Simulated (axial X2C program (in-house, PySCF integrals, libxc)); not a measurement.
# A two-component session on BrB⁺: properties at the nuclei

Aim: properties at the nuclei of BrB⁺, with spin–orbit coupling in the Hamiltonian from the start.

The runs use an in-house X2C program for linear molecules on PySCF integrals; two-component X2C with atomic mean-field terms, Br dyall-cv3z, B dyall-v3z.

All values are calculated.

### 1 Set-up

File task.json:

```json
{
 "zs": [
  35,
  5
 ],
 "q": 1,
 "bas": [
  "dyall-cv3z",
  "dyall-v3z"
 ],
 "r0": 1.99,
 "levels": [
  "PBE0",
  "HF",
  "PBE",
  "TPSSh",
  "LDA"
 ],
 "nst": 3
}
```

Keys: zs atomic numbers; q charge; bas basis sets; r0 starting distance in Å; levels methods (HF also brings MP2); nst determinants followed.

The run is started by

```sh
> python soeom.py task.json out
```

Nuclei are Gaussian, cores are contracted, and the Gaunt term is on.

### 2 Expectation values, lowest determinant

R = 1.749 Å. State: Ω = 1/2 (excess of +ω over −ω: ω = 1/2).

Output of the PBE0 run:

```text
two-component X2C + atomic mean field  PBE0
basis functions 144  fitting functions 841  grid points 5078
iter        total energy     max residual
   1      -2629.554288024     3.39e-05
   2      -2629.554288027     4.02e-05
   3      -2629.554288048     6.35e-06
   4      -2629.554288050     2.82e-06
converged
one-electron -3746.70560353  Coulomb 1161.52276041  exact exchange -23.67180592  xc functional -72.65387752  nuclear repulsion 52.94797708  atomic mean-field constant -0.99373857
```

The highest occupied spinor is 49% B p, 33% B s, 15% Br p.

| level | Eeff magnitude (GV/cm) | Ws magnitude Br (kHz) | A∥/gI Br (MHz) | qzz Br (a.u.) | A∥/gI B (MHz) | qzz B (a.u.) |
| --- | --- | --- | --- | --- | --- | --- |
| PBE0 | 0.734 | 0.628 | 237 | 3.59 | 739 | -0.37 |
| HF | 0.647 | 0.54 | 163 | 4.03 | 750 | -0.47 |
| PBE | 0.716 | 0.615 | 263 | 3.36 | 736 | -0.34 |
| TPSSh | 0.701 | 0.6 | 246 | 3.68 | 734 | -0.36 |
| LDA | 0.688 | 0.585 | 280 | 3.31 | 742 | -0.34 |

Eeff is the effective electric field on the electron dipole moment in this Ω state and Ws the scalar–pseudoscalar constant (defined with the proton number Z and per Ω); A∥ is the parallel hyperfine constant, which follows by multiplying with the nuclear g factor gI = μI/(I μN); qzz is the electric field gradient, eQq0 = 234.96 MHz × Q/barn × qzz. The operators were transformed with the bare-nucleus X2C matrices.

### 3 What came out

| quantity | value |
| --- | --- |
| lowest determinant | Ω = 1/2 (excess of +ω over −ω: ω = 1/2) |
| Eeff magnitude (GV/cm), PBE0 | 0.734 |
| Ws magnitude Br (kHz), PBE0 | 0.628 |
| A∥/gI Br (MHz), PBE0 | 237 |
| qzz Br (a.u.), PBE0 | 3.59 |

In words: In the first state, the effective field runs from 0.647 to 0.734 GV/cm over the mean-field levels. The expectation values come from single determinants, which for open shells can mix terms of unlike spin or miss the lowest Ω, so a determinant need not be a state. Eeff is the effective electric field on the electron dipole moment in this Ω state and Ws the scalar–pseudoscalar constant (defined with the proton number Z and per Ω); A∥ is the parallel hyperfine constant, which follows by multiplying with the nuclear g factor gI = μI/(I μN); qzz is the electric field gradient, eQq0 = 234.96 MHz × Q/barn × qzz. The operators were transformed with the bare-nucleus X2C matrices.
